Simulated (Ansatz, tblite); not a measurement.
# [Cu(H2O)2]+ (CuH₄O₂+): removing and adding an electron

The task here is to estimate one member of a computed series from the others.

Method: as each input shows; program: Ansatz 0.2.0, Gaussian basis.

Levels to be run: charge +2 doublet, at the geometry of the singlet (PBE0-D4/def2-TZVP, PBE-D4/def2-TZVP, r2SCAN-D4/def2-TZVP, CCSD(T)/def2-TZVPP); charge 0 doublet, at the geometry of the singlet (PBE0-D4/def2-TZVP, PBE-D4/def2-TZVP, r2SCAN-D4/def2-TZVP); the starting singlet's energies come from earlier runs.

### The structure

The geometry is that of the singlet, from an earlier relaxation (PBE0-D4/def2-TZVP).

7 atoms, charge 1, spin multiplicity 1.

Atoms are counted from 1 here; the program's logs count them from 0.

Bond lengths: Cu1–O2 1.906 Å, Cu1–O5 1.906 Å, O2–H3 0.963 Å, O2–H4 0.963 Å, O5–H6 0.963 Å, O5–H7 0.963 Å. Angles: O2–Cu1–O5 179.8°, Cu1–O2–H3 124.0°, Cu1–O2–H4 124.0°, H3–O2–H4 108.3°, Cu1–O5–H6 124.0°, Cu1–O5–H7 124.0°, H6–O5–H7 108.3°.

Formally the metal is d10. No spin-orbit coupling is included. The ion is computed in the gas phase, without counter-ions or solvent.

Set-up of the first run:

in.yaml reads:

```yaml
crystal:
  periodic: [false, false, false]
  atoms:
    - {symbol: Cu, position_ang: [-0.002425, 0.001084, 0.000018]}
    - {symbol: O, position_ang: [0.062321, 0.119712, 1.901573]}
    - {symbol: H, position_ang: [-0.533734, 0.663489, 2.427340]}
    - {symbol: H, position_ang: [0.850528, -0.057904, 2.425597]}
    - {symbol: O, position_ang: [-0.071922, -0.115365, -1.901502]}
    - {symbol: H, position_ang: [-0.880215, -0.023836, -2.416992]}
    - {symbol: H, position_ang: [0.575437, -0.587179, -2.436045]}
basis:
  gaussian: {orbitals: def2-SVP}
total_charge: 2
magnetization: {spin_polarized: true, initial_magnetization: 1}
hamiltonian: {xc: pbe0, dispersion: d4}
output: {orbitals: {seedname: orbitals}}
```

The run is started by

```console
> ansatz run in.yaml --threads 4 --pin off --events-out ev --progress --plain --max-ram 3916MiB
```

Steps of the session up to this table: Charge +2 doublet at the fixed geometry, first pass, PBE0-D4/def2-SVP; Charge +2 doublet at the fixed geometry, PBE0-D4/def2-TZVP; Charge +2 doublet at the fixed geometry, PBE-D4/def2-TZVP; Charge +2 doublet at the fixed geometry, r2SCAN-D4/def2-TZVP; Charge +2 doublet at the fixed geometry, CCSD(T)/def2-TZVPP.

One of the session's tables, all rows but one given; the rest of the session is left out.

It belongs to the step «Vertical ionisation energy». 

| method | vertical ionisation energy (eV) |
| --- | --- |
| HF/def2-TZVPP | 12.21 |
| PBE-D4/def2-TZVP | 15.35 |
| r2SCAN-D4/def2-TZVP | 15.23 |
| PBE0-D4/def2-TZVP | 15.23 |
| MP2/def2-TZVPP | ? |
| CCSD/def2-TZVPP | 14.90 |
| CCSD(T)/def2-TZVPP | 15.15 |

Q: Estimate the row for MP2/def2-TZVPP from the others.

**Answer.** vertical ionisation energy (eV): 16.13. In the column «vertical ionisation energy (eV)» it is the highest.
